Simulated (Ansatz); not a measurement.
Crystal: CsLiCr2Te2S3.

```
Cs Li Cr Te S
1.0
     3.60358    0.00000    0.00000
    -1.80179    3.12079    0.00000
     0.00000    0.00000   19.06651
Cs Li Cr Te S
1 1 2 2 3
Direct
  0.00000 0.00000 0.37399
  0.66667 0.33333 0.01607
  0.00000 0.00000 0.86637
  0.33333 0.66667 0.16833
  0.33333 0.66667 0.53891
  0.66667 0.33333 0.77276
  0.00000 0.00000 0.10030
  0.33333 0.66667 0.92920
  0.66667 0.33333 0.23408
```

The cell was built by a generator and needn't be a form met in nature.

Base run:

```yaml
Program: Ansatz 0.2.0
Functional: BLYP
Potentials_or_basis: Ansatz PAW
Cutoff: 420 eV
Density_cutoff: 1680 eV
k_mesh: 9 × 9 × 2
Occupations: fermi-dirac, width 0.05 eV
Spin: collinear spin, ferromagnetic start
Starting_moments: "[0.0, 0.0, 3.0, 3.0, 0.0, 0.0, 0.0, 0.0, 0.0] μB"
```

Its results: band gap on the k mesh none (metal or under the smearing width); pressure 3.7 GPa; net moment 5.65 μB per cell; site moments Cs +0.00; Li -0.00; Cr +2.56, +2.72; Te -0.00, -0.13; S -0.03, -0.04 μB; largest force 0.303 eV/Å.

**Question.** After a change of settings the same cell gave: band gap on the k mesh none (metal or under the smearing width); pressure -2.9 GPa; net moment 5.64 μB per cell; site moments Cs +0.00; Li -0.01; Cr +2.58, +2.74; Te -0.01, -0.15; S -0.05, -0.06 μB; largest force 0.337 eV/Å. Which change was it?
A. functional from BLYP to RPBE
B. functional from BLYP to PBE; hubbard terms from none to Cr d U = 4 eV; hubbard projectors from none to ortho-atomic (the default)
C. functional from BLYP to PBEsol
D. functional from BLYP to PBE; potentials or basis from Ansatz PAW to Ansatz NC with PseudoDojo standard (PBE files); cutoff from 420 eV to 1279 eV; density cutoff from 1680 eV to 5116 eV

**Answer.** C.

PBEsol binds more tightly than BLYP, so the same cell stands under less pressure.

Caveats: only a ferromagnetic start was run, and an antiferromagnetic order may lie lower in energy; the PAW data sets come from PBE, with cores solved anew for the run's functional, which leaves a small shift of forces and pressure; the potentials were made for another functional, which shifts forces and pressure (some runs).

Not every run made on this cell is shown here.
